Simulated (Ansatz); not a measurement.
# Rb2MgAgC6N6: the cost of one run

Program: Ansatz 0.2.0. Level of theory: DFT PBE, scalar-relativistic, plane waves, PAW. These are calculated values, not measurements.

## (1) Starting point

It takes space group Fm-3m (No. 225, cubic). Conventional cell: a = 10.534 Å, b = 10.534 Å, c = 10.534 Å, α = 90.00°, β = 90.00°, γ = 90.00°. Around Rb (site symmetry -43m) lie 12 N at 3.77 Å and 12 C at 3.77 Å. Around Mg (site symmetry m-3m) lie 6 N at 2.07 Å. Ag (site symmetry m-3m) is surrounded by 6 C at 2.02 Å. C (site symmetry 4mm) has 1 N at 1.17 Å and 1 Ag at 2.02 Å in its first shell of neighbours. N (site symmetry 4mm) is surrounded by 1 C at 1.17 Å.

Coordinates:

```cif
data_structure
_symmetry_space_group_name_H-M 'Fm-3m'
_symmetry_Int_Tables_number 225
_cell_length_a 10.5340
_cell_length_b 10.5340
_cell_length_c 10.5340
_cell_angle_alpha 90.000
_cell_angle_beta 90.000
_cell_angle_gamma 90.000
_cell_volume 1168.91
loop_
_atom_site_label
_atom_site_type_symbol
_atom_site_symmetry_multiplicity
_atom_site_Wyckoff_symbol
_atom_site_fract_x
_atom_site_fract_y
_atom_site_fract_z
_atom_site_occupancy
Rb1 Rb 8 c 0.25000 0.75000 0.75000 1
Mg1 Mg 4 b 0.50000 0.00000 0.00000 1
Ag1 Ag 4 a 0.00000 0.00000 0.00000 1
C1 C 24 e 0.19195 0.00000 0.00000 1
N1 N 24 e 0.30302 0.00000 0.00000 1
```

A structure generator made this guess: cyanide-bridged rock-salt net of two metals, 2 guest cations a cell (Fm-3m, No. 225). The dimensions are guesses.

## (2) A first look at the guess

input.yaml

```yaml
crystal:
  lattice:
    - [0.0, 5.267, 5.267]
    - [5.267, 0.0, 5.267]
    - [5.267, 5.267, 0.0]
  atoms:
    - { symbol: Rb, position: [0.25, 0.25, 0.25] }
    - { symbol: Rb, position: [0.75, 0.75, 0.75] }
    - { symbol: Mg, position: [0.5, 0.5, 0.5] }
    - { symbol: Ag, position: [0.0, 0.0, 0.0] }
    - { symbol: C, position: [0.80805012, 0.19194988, 0.19194988] }
    - { symbol: C, position: [0.19194988, 0.80805012, 0.19194988] }
    - { symbol: C, position: [0.19194988, 0.19194988, 0.80805012] }
    - { symbol: C, position: [0.19194988, 0.80805012, 0.80805012] }
    - { symbol: C, position: [0.80805012, 0.19194988, 0.80805012] }
    - { symbol: C, position: [0.80805012, 0.80805012, 0.19194988] }
    - { symbol: "N", position: [0.6969812, 0.3030188, 0.3030188] }
    - { symbol: "N", position: [0.3030188, 0.6969812, 0.3030188] }
    - { symbol: "N", position: [0.3030188, 0.3030188, 0.6969812] }
    - { symbol: "N", position: [0.3030188, 0.6969812, 0.6969812] }
    - { symbol: "N", position: [0.6969812, 0.3030188, 0.6969812] }
    - { symbol: "N", position: [0.6969812, 0.6969812, 0.3030188] }
basis:
  ecutwfc: 420
kpoints:
  mp_grid: { grid: [4, 4, 4] }
hamiltonian:
  xc: pbe
scf:
  occupations: { method: gaussian, width: 0.1 }
  lower_state_search: "off"
output:
  forces: true
  stress: true
  eigenvalues: true
```

Started as:

```sh
> ansatz run input.yaml --threads 1 --pin off --max-ram 2560MiB --backend cpu --events-out ev --progress --plain --runs-dir out
```

**Question.** How long does this run take on 1 thread of Intel Xeon at 2.50GHz (Skylake/Cascade Lake), shared host, and how much memory does it need?

About 34 s, with a peak of 0.61 GiB.
